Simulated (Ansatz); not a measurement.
# BGeH4 (doublet): the correlation ladder at distance Ge1–B2 = 5.232 Å, cc-pVDZ

Aim: climb from Hartree-Fock through coupled cluster and multireference methods for BGeH4 (doublet) at one geometry and basis, and see what each rung misses.

The runs use Ansatz 0.2.0, Gaussian basis; cc-pVDZ, core rule «outside noble gas», up to 15 orbitals frozen.

To be run: UHF; CCSD(T) on ROHF; CCSD(T) on UHF; BCCD(T) on ROHF; CISD; CCSDT(Q) on ROHF; CCSDT(Q) on UHF; CASSCF and MRCISD+Q, 3 electrons in 3 orbitals; CASSCF and NEVPT2, 3 electrons in 3 orbitals; CASSCF and MRCISD+Q, 9 electrons in 9 orbitals; CASSCF and NEVPT2, 9 electrons in 9 orbitals.

19 further runs of the same task are left out: 1 for a mislabelled method, 15 that didn't finish, 3 set aside as unsound or not needed.

### Step 1. What is computed

The geometry derives from a PBE0/def2-TZVP stationary point (not a proven minimum). One bond is set to the value named and the two fragments are kept rigid. No spin-orbit coupling is included. The filled d shell of Ge may be among the frozen orbitals whatever the setting's name suggests; the logs give the count.

6 atoms, charge 0, spin multiplicity 2.

Atoms are counted from 1 here; the program's logs count them from 0.

Bond lengths: Ge1–H3 1.536 Å, Ge1–H4 1.536 Å, B2–H5 1.193 Å, B2–H6 1.193 Å. Angles: H3–Ge1–H4 109.7°, H5–B2–H6 121.9°.

### Step 2. UHF

in.yaml reads:

```yaml
crystal:
  periodic: [false, false, false]
  atoms:
    - {symbol: Ge, position_ang: [0.000000, 0.000000, 0.760092]}
    - {symbol: B, position_ang: [0.000000, 0.000000, -4.471908]}
    - {symbol: H, position_ang: [0.000000, 1.255258, 1.644739]}
    - {symbol: H, position_ang: [0.000000, -1.255258, 1.644739]}
    - {symbol: H, position_ang: [0.000000, 1.042369, -5.051317]}
    - {symbol: H, position_ang: [0.000000, -1.042369, -5.051317]}
basis:
  gaussian: {orbitals: cc-pVDZ}
magnetization: {spin_polarized: true, initial_magnetization: 1}
hamiltonian: {xc: hf}
output: {orbitals: {seedname: orbitals}}
```

On the command line:

```
$ ansatz run in.yaml --threads 1 --pin off --events-out ev --progress --plain --max-ram 2393MiB
```

Further steps of the session: CCSD(T) on ROHF; CCSD(T) on UHF; BCCD(T) on ROHF; CISD; CCSDT(Q) on ROHF; CCSDT(Q) on UHF; CASSCF and MRCISD+Q, 3 electrons in 3 orbitals; CASSCF and NEVPT2, 3 electrons in 3 orbitals; CASSCF and MRCISD+Q, 9 electrons in 9 orbitals; CASSCF and NEVPT2, 9 electrons in 9 orbitals.

Q: Predict the results of all the runs planned. Wanted: UCCSDT(Q) below the RHF energy; RMP2 from UCCSDT(Q); UMP2 from UCCSDT(Q); RCCSD from UCCSDT(Q); RCCSD(T) from UCCSDT(Q); UCCSD(T) from UCCSDT(Q); RCCSDT(Q) from UCCSDT(Q); NEVPT2 pair from UCCSDT(Q); MRCISD+Q pair from UCCSDT(Q).

**Answer**, as computed:

| quantity | value |
| --- | --- |
| UCCSDT(Q) below the RHF energy | -5.4556 eV |
| RMP2 from UCCSDT(Q) | +131.7 kJ/mol |
| UMP2 from UCCSDT(Q) | +140.0 kJ/mol |
| RCCSD from UCCSDT(Q) | +10.6 kJ/mol |
| RCCSD(T) from UCCSDT(Q) | +2.3 kJ/mol |
| UCCSD(T) from UCCSDT(Q) | +3.4 kJ/mol |
| RCCSDT(Q) from UCCSDT(Q) | -0.3 kJ/mol |
| NEVPT2 pair from UCCSDT(Q) | +123.3 kJ/mol |
| MRCISD+Q pair from UCCSDT(Q) | -0.1 kJ/mol |
| NEVPT2 frontier from UCCSDT(Q) | +109.2 kJ/mol |
| levels within 1 kcal/mol (43 meV) | RCCSD(T), UCCSD(T), BCCD(T), RCCSDT, UCCSDT, RCCSDT(Q), MRCISD+Q pair, MRCISD+Q frontier |
| T1 diagnostic | 0.013 |

**Reading.** RCCSD(T) misses by +2.3 kJ/mol, 0.4 % of the correlation energy. Of the multireference levels listed MRCISD+Q pair comes nearest in total energy (-0.1 kJ/mol), which doesn't show that its space is the better one. These misses are within one basis, not against nature; the frozen cores of restricted and unrestricted runs differ, which can shift their rows.
